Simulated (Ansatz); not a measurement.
# Molecular dynamics of Mg₈O₉

Input file:

```yaml
crystal:
  lattice:
    - [0.0, 3.899, 3.899]
    - [3.899, 0.0, 3.899]
    - [3.899, 3.899, 0.0]
  atoms:
    - { symbol: Mg, position: [0.0206106, 0.05110373, -0.0177044] }
    - { symbol: O, position: [0.28560536, 0.2919605, 0.20673059] }
    - { symbol: Mg, position: [0.05223851, 0.04108054, 0.48401485] }
    - { symbol: O, position: [0.25947422, 0.3070986, 0.71174847] }
    - { symbol: Mg, position: [0.03925468, 0.57697521, -0.06627046] }
    - { symbol: O, position: [0.26902881, 0.80405332, 0.20888832] }
    - { symbol: Mg, position: [0.02915852, 0.5607154, 0.4553606] }
    - { symbol: O, position: [0.28214311, 0.82230283, 0.69480911] }
    - { symbol: Mg, position: [0.52854492, 0.04443077, -0.04431423] }
    - { symbol: O, position: [0.78182737, 0.1600794, 0.34290199] }
    - { symbol: Mg, position: [0.51887904, 0.01861025, 0.46076476] }
    - { symbol: O, position: [0.76892128, 0.32570258, 0.6839895] }
    - { symbol: Mg, position: [0.50621062, 0.562341, -0.07153823] }
    - { symbol: O, position: [0.80432305, 0.79270133, 0.19426225] }
    - { symbol: Mg, position: [0.5251591, 0.5372093, 0.42677376] }
    - { symbol: O, position: [0.75425372, 0.80346721, 0.73555664] }
    - { symbol: O, position: [0.78241012, 0.4111082, 1.09471203], spin: 1.0 }
magnetization:
  spin_polarized: true
basis:
  ecutwfc: 420.0
kpoints:
  mp_grid: { grid: [2, 2, 2] }
hamiltonian:
  xc: lda
  pseudopotentials: { kind: paw, azcp: { folder: soft_1 } }
scf:
  occupations: { method: fermi_dirac, width: 0.05 }
  lower_state_search: "off"
  max_iter: 72
md:
  timestep: 1
  n_steps: 200
  ensemble: nvt_nose_hoover
  temperature: 840.0
  initial_velocities: maxwell_boltzmann
  seed: 662351
  nose_hoover: { tau: 3.0, chain_length: 1 }
```

Command:

```bash
$ ansatz run input.yaml --threads 1 --pin off --max-ram 3072MiB --backend cpu --events-out ev --progress --plain --runs-dir out
```

It goes on from the last frame of an earlier run, with new velocities.

Output, in part (warnings, step lines):

```
WARN: the starting moments were not kept: the SCF closed with an absolute magnetisation of 2.9e-6 μB, where they sum to 1 μB in size (1 site). That is at most 0.1 of that sum. Measured as dr2_m measures the in/out step, that magnetisation stands 2.9e-12 eV from none, at or under the dr2_threshold …
md step     0: t =     0.00 fs  T =   840.0 K  F+E_penalty+E_count = -20221.48084203 eV  E_kin = 1.737254 eV  conserved = -20219.74358765 eV  (14 SCF iters)
md step     1: t =     1.00 fs  T =   849.0 K  F+E_penalty+E_count = -20221.50031594 eV  E_kin = 1.755880 eV  conserved = -20219.74390008 eV  (7 SCF iters)
md step     2: t =     2.00 fs  T =   846.8 K  F+E_penalty+E_count = -20221.50001509 eV  E_kin = 1.751351 eV  conserved = -20219.74404059 eV  (7 SCF iters)
md step     3: t =     3.00 fs  T =   833.3 K  F+E_penalty+E_count = -20221.47848118 eV  E_kin = 1.723412 eV  conserved = -20219.74389875 eV  (7 SCF iters)
md step     4: t =     4.00 fs  T =   812.9 K  F+E_penalty+E_count = -20221.43882410 eV  E_kin = 1.681225 eV  conserved = -20219.74343220 eV  (7 SCF iters)
md step     5: t =     5.00 fs  T =   793.5 K  F+E_penalty+E_count = -20221.38889664 eV  E_kin = 1.640989 eV  conserved = -20219.74273757 eV  (7 SCF iters)
md step     6: t =     6.00 fs  T =   783.6 K  F+E_penalty+E_count = -20221.33937294 eV  E_kin = 1.620675 eV  conserved = -20219.74206062 eV  (7 SCF iters)
md step     7: t =     7.00 fs  T =   789.9 K  F+E_penalty+E_count = -20221.29994183 eV  E_kin = 1.633670 eV  conserved = -20219.74170399 eV  (7 SCF iters)
[... lines left out ...]
md step   200: t =   200.00 fs  T =   393.0 K  F+E_penalty+E_count = -20220.39753757 eV  E_kin = 0.812839 eV  conserved = -20219.74182570 eV  (6 SCF iters)
```

The steps, from the saved trajectory:

| time (fs) | T (K) | potential energy less start (eV) | conserved less start (meV/atom) |
| --- | --- | --- | --- |
| 0 | 840 | 0.000 | 0.00 |
| 6 | 784 | 0.141 | 0.09 |
| 12 | 896 | 0.322 | -0.01 |
| 18 | 792 | 0.808 | 0.27 |
| 24 | 936 | 0.535 | 0.03 |
| 30 | 607 | 0.695 | 0.03 |
| 36 | 1301 | 0.662 | 0.23 |
| 42 | 475 | 0.331 | -0.06 |
| 48 | 1260 | 0.056 | -0.06 |
| 54 | 524 | 0.182 | -0.03 |
| 60 | 1097 | 0.070 | -0.04 |
| 66 | 589 | 0.396 | -0.05 |
| 72 | 958 | 0.608 | 0.07 |
| 78 | 699 | 0.648 | 0.08 |
| 84 | 793 | 0.231 | -0.12 |
| 90 | 789 | 0.404 | 0.08 |
| 96 | 812 | 0.537 | 0.05 |
| 102 | 901 | 0.496 | 0.18 |
| 108 | 792 | -0.123 | -0.07 |
| 114 | 721 | -0.070 | 0.08 |
| 120 | 960 | 0.052 | -0.23 |
| 126 | 624 | 1.275 | 0.40 |
| 132 | 1204 | 1.478 | 0.31 |
| 138 | 545 | 1.333 | 0.16 |
| 144 | 1193 | 0.435 | -0.07 |
| 150 | 484 | 0.340 | 0.00 |
| 156 | 1315 | -0.148 | -0.15 |
| 162 | 430 | 0.068 | -0.06 |
| 168 | 1490 | -0.143 | -0.10 |
| 174 | 407 | -0.039 | -0.13 |
| 180 | 1277 | -0.062 | -0.17 |
| 186 | 462 | 0.787 | 0.06 |
| 192 | 1257 | 0.793 | 0.00 |
| 198 | 484 | 1.084 | 0.09 |

All steps were run. The conserved energy stayed within 0.41 meV per atom of its start (net change 0.1 meV per atom), so the integration is sound. A run of 0.2 ps of so small a system gives no equilibrium averages. Limits of this set-up: coarse k mesh, PAW files made for another functional, a small cell, in which the defect meets its images.

Mean squared displacements from the first frame to the last, about the centre of mass: Mg 0.02 Å², O 0.03 Å².

Last frame:

```xyz
17
Lattice="0.0000 3.8990 3.8990 3.8990 0.0000 3.8990 3.8990 3.8990 0.0000" Properties=species:S:1:pos:R:3
Mg 0.085 -0.001 0.223
O 1.895 1.830 2.260
Mg 1.990 2.078 0.440
O 3.785 3.775 2.217
Mg 1.986 -0.281 2.384
O 4.057 1.978 4.188
Mg 3.845 1.904 2.354
O 5.948 3.825 4.180
Mg -0.042 1.984 2.228
O 1.888 4.271 3.728
Mg 1.967 3.681 2.143
O 3.882 5.848 4.172
Mg 1.940 1.736 4.272
O 4.060 3.911 6.095
Mg 3.912 3.892 4.066
O 5.961 5.752 6.138
O 5.909 7.269 4.679
```

Run time: 27 min on 1 thread of Arm Neoverse V1 (shared host), peak memory 0.42 GiB.
